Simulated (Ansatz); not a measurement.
# ZrH2 (Fm-3m): single point, by script

What energy and properties does ZrH2 (Fm-3m) have at the given structure? The task is a single point, for ZrH2 (Fm-3m).

Program: Ansatz 0.2.0 through its Python package. Level of theory: DFT r2SCAN, plane waves, PAW. These are calculated values, not measurements.

## Step 1: Starting point

The structure is cubic, space group Fm-3m (No. 225). The conventional cell has a = 4.818 Å, b = 4.818 Å, c = 4.818 Å, α = 90.00°, β = 90.00°, γ = 90.00°. Zr (site symmetry m-3m) is surrounded by 8 H at 2.09 Å. Around H (site symmetry -43m) lie 4 Zr at 2.09 Å.

The script holds or builds the structure itself.

## Step 2: The script

zrh2.py

```python
import json
import warnings

import ansatz


def main() -> None:
    warnings.simplefilter('ignore', ansatz.DeckWarning)

    lattice = ansatz.Lattice.of(
        (0.0, 2.40923, 2.40923),
        (2.40923, 0.0, 2.40923),
        (2.40923, 2.40923, 0.0),
    )
    sites = [
        ('Zr', (0.0, 0.0, 0.0)),
        ('H', (0.75, 0.75, 0.75)),
        ('H', (0.25, 0.25, 0.25)),
    ]
    cell = ansatz.Crystal(lattice=lattice)
    for symbol, position in sites:
        cell = cell.atom(symbol, position)

    base = (
        cell.calculation()
        .functional('r2scan')
        .kpoints(mesh=(6, 6, 6), center='gamma')
        .occupations('methfessel_paxton', width=0.2)
        .scf(max_iterations=200)
        .forces()
    )
    done = base.run(threads=1)
    r = done.report

    energy = r['free_energy_ev']
    print('ZrH2: {:.6f} eV = {:.6f} Ry = {:.6f} Ha'.format(energy, energy / 13.605693, energy / 27.211386))
    print('Fermi level {:.4f} eV, {} k-points, {} symmetry operations'.format(r['fermi_energy_ev'], r['n_kpoints'], r['n_symmetry_ops']))

    if done.unlabelled_reasons:
        print('not a label:', done.unlabelled_reasons)
    else:
        print(done.training_frame().splitlines()[0], 'atoms in the frame')

    used = r['setup']
    print('cutoffs (eV):', used['ecut_ev'], used['ecutrho_ev'], ' FFT grid:', used['fft_dense'])
    print('cell volume {:.3f} A^3, {} symmetry operations'.format(used['cell_volume_ang3'], used['n_sym_ops']))

    keep = ['free_energy_ev', 'energy_sigma0_ev', 'fermi_energy_ev', 'n_iterations', 'converged', 'magnetization_mub', 'n_kpoints']
    with open('zrh2.json', 'w') as handle:
        json.dump({key: r[key] for key in keep}, handle, indent=1)


if __name__ == '__main__':
    main()
```

## Step 3: What the engine is handed

The package turns the script's settings into the engine's input:

```yaml
crystal:
  lattice:
    - [0.0, 2.40923, 2.40923]
    - [2.40923, 0.0, 2.40923]
    - [2.40923, 2.40923, 0.0]
  atoms:
    - { symbol: Zr, position: [0.0, 0.0, 0.0] }
    - { symbol: H, position: [0.75, 0.75, 0.75] }
    - { symbol: H, position: [0.25, 0.25, 0.25] }
kpoints:
  mp_grid:
    grid: [6, 6, 6]
    shift: [0.0, 0.0, 0.0]
hamiltonian:
  xc: r2scan
scf:
  max_iter: 200
  occupations:
    method: methfessel_paxton
    width: 0.2
output:
  forces: true
```

## Step 4: The run

On the command line:

```sh
$ python zrh2.py
```

Without the output at hand: what should come out? Wanted: free energy; gap on the mesh; largest force.

**Answer**, as computed:

| quantity | value |
| --- | --- |
| free energy | -4228.8067 eV (-1409.6022 eV/atom) |
| gap on the mesh | none |
| largest force | 0.000 eV/Å |

**Reading.** Filled and empty levels meet on the mesh: no gap at this level. All forces vanish by symmetry. The run is spin-unpolarised. The mesh is modest for a metal, so energies can be off by several to tens of meV an atom and pressures by half a GPa or more; differences at equal mesh fare better. The zero of the levels is a convention of the potentials, so an absolute Fermi energy is no work function. The structure comes from a database of computed cells and needn't be a stable or known phase.
